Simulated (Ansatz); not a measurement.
**CHNOZn: one species, many methods**

The task here is to estimate one member of a computed series from the others.

Program: Ansatz 0.2.0, Gaussian basis. Level of theory: functionals in def2-TZVPP, the program's frozen cores in correlated methods. These are calculated values, not measurements.

Levels to be run: LDA (SPW92), PBE-D4, revPBE-D4, BLYP-D4, r2SCAN-D4, B97M-V, PBE0-D4, B3LYP-D4, r2SCANh-D4, r2SCAN0-D4, HSE06-D4, BHLYP-D4, CAM-B3LYP-D4, LC-ωPBE, ωB97X-V, ωB97M-V, B2PLYP, PBE-QIDH; CCSD(T)/def2-SVP; CCSD(T)/def2-TZVPP; MP2/def2-QZVPP; extrapolation to the limit; RPA on PBE.

## The geometry

All runs share one geometry, relaxed beforehand with PBE0-D4 in a triple-zeta def2 set.

SMILES `C1=[N][Zn][O]1`, 5 atoms, charge 0, spin multiplicity 1.

Atoms are counted from 1 here; the program's logs count them from 0.

Bond lengths: C1–N2 1.284 Å, C1–O4 1.307 Å, C1–H5 1.104 Å, N2–Zn3 1.973 Å, Zn3–O4 2.028 Å. Angles: N2–C1–O4 127.9°, N2–C1–H5 116.6°, O4–C1–H5 115.5°, C1–N2–Zn3 81.8°, N2–Zn3–O4 71.1°, C1–O4–Zn3 79.1°.

The first run:

in.yaml

```yaml
crystal:
  periodic: [false, false, false]
  atoms:
    - {symbol: C, position_ang: [-0.175869, 0.356084, -0.171323]}
    - {symbol: N, position_ang: [0.237322, 0.411415, 1.042729]}
    - {symbol: Zn, position_ang: [0.744123, -1.455925, 0.658918]}
    - {symbol: O, position_ang: [-0.119184, -0.657843, -0.993361]}
    - {symbol: H, position_ang: [-0.636590, 1.272668, -0.578263]}
basis:
  gaussian: {orbitals: def2-TZVPP}
hamiltonian: {xc: lda}
output: {orbitals: {seedname: orbitals}}
```

Run with:

```
> ansatz run in.yaml --threads 2 --pin off --events-out ev --progress --plain --max-ram 4352MiB
```

Steps of the session up to this table: LDA; PBE-D4 (GGA); revPBE-D4 (GGA); BLYP-D4 (GGA); r2SCAN-D4 (meta-GGA); B97M-V (meta-GGA); B3LYP-D4 (hybrid); r2SCANh-D4 (hybrid); r2SCAN0-D4 (hybrid); HSE06-D4 (hybrid); BHLYP-D4 (hybrid); CAM-B3LYP-D4 (range-separated); LC-ωPBE (range-separated); ωB97X-V (range-separated); ωB97M-V (range-separated); B2PLYP (double hybrid); PBE-QIDH (double hybrid).

One table of the session follows, with a row left open; its other results are not shown here.

It belongs to the step «Orbital energies across the functionals». 

| functional | HOMO (eV) | LUMO (eV) | gap (eV) |
| --- | --- | --- | --- |
| LDA (SPW92) | -6.10 | -4.60 | 1.50 |
| PBE-D4 | -5.83 | -4.35 | 1.48 |
| revPBE-D4 | -5.73 | -4.25 | 1.48 |
| BLYP-D4 | -5.79 | -4.34 | 1.45 |
| r2SCAN-D4 | -6.03 | -4.28 | 1.75 |
| B97M-V | -6.07 | -4.38 | 1.69 |
| PBE0-D4 | -6.97 | -3.64 | 3.33 |
| B3LYP-D4 | -6.87 | -3.93 | 2.93 |
| r2SCANh-D4 | -6.47 | -4.00 | 2.47 |
| r2SCAN0-D4 | -7.11 | -3.59 | 3.52 |
| HSE06-D4 | -6.57 | -4.00 | 2.57 |
| BHLYP-D4 | -8.00 | -2.99 | 5.01 |
| CAM-B3LYP-D4 | ? | ? | ? |
| LC-ωPBE | -9.40 | -1.74 | 7.66 |
| ωB97X-V | -9.12 | -1.80 | 7.32 |
| ωB97M-V | -9.10 | -1.90 | 7.20 |

Estimate the missing values for CAM-B3LYP-D4.

The run gave: HOMO (eV): -8.32; LUMO (eV): -2.84; gap (eV): 5.48. In the column «HOMO (eV)» it lies between ωB97M-V (-9.10) and BHLYP-D4 (-8.00).
